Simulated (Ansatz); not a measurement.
# SnPt2Se3: the cost of one run

Method: DFT PBE, scalar-relativistic, plane waves, PAW, in Ansatz 0.2.0.

1 further run of the same task is left out (it didn't finish).

**1. The structure to begin with**

It takes space group P6/mmm (No. 191, hexagonal). Conventional cell: a = 5.446 Å, b = 5.446 Å, c = 6.977 Å, α = 90.00°, β = 90.00°, γ = 120.00°. Sn (site symmetry 6/mmm) is surrounded by 2 Pt at 1.98 Å. Around Pt (site symmetry 6mm) lie 1 Se at 1.51 Å. Around Se (site symmetry 6/mmm) lie 2 Pt at 1.51 Å. Se (site symmetry -6m2) is surrounded by 6 Se at 3.14 Å and 6 Pt at 3.49 Å.

As a file:

```
Sn Pt Se
1.0
     5.44634    0.00000    0.00000
    -2.72317    4.71667    0.00000
     0.00000    0.00000    6.97712
Sn Pt Se
1 2 3
Direct
  0.00000 0.00000 0.00000
  0.00000 0.00000 0.71618
  0.00000 0.00000 0.28382
  0.00000 0.00000 0.50000
  0.33333 0.66667 0.50000
  0.66667 0.33333 0.50000
```

The cell is invented: random cell by space group and Wyckoff sites (P6/mmm, No. 191). Its size is a rough estimate.

**2. Probe: one point on a coarse mesh**

The input, input.yaml:

```yaml
crystal:
  lattice:
    - [5.44633652, 0.0, 0.0]
    - [-2.72316826, 4.71666578, 0.0]
    - [0.0, 0.0, 6.97711838]
  atoms:
    - { symbol: Sn, position: [0.0, 0.0, 0.0] }
    - { symbol: Pt, position: [0.0, 0.0, 0.71617623] }
    - { symbol: Pt, position: [0.0, 0.0, 0.28382377] }
    - { symbol: Se, position: [0.0, 0.0, 0.5] }
    - { symbol: Se, position: [0.33333333, 0.66666667, 0.5] }
    - { symbol: Se, position: [0.66666667, 0.33333333, 0.5] }
basis:
  ecutwfc: 420
kpoints:
  mp_grid: { grid: [6, 6, 4] }
hamiltonian:
  xc: pbe
scf:
  occupations: { method: gaussian, width: 0.1 }
  lower_state_search: "off"
output:
  forces: true
  stress: true
  eigenvalues: true
```

Launch:

```bash
$ ansatz run input.yaml --threads 1 --pin off --max-ram 2560MiB --backend cpu --events-out ev --progress --plain --runs-dir out
```

Q: Estimate wall time and peak memory on 1 thread of Intel Xeon at 2.50GHz (Skylake/Cascade Lake), shared host.

About 27 s, with a peak of 0.56 GiB.
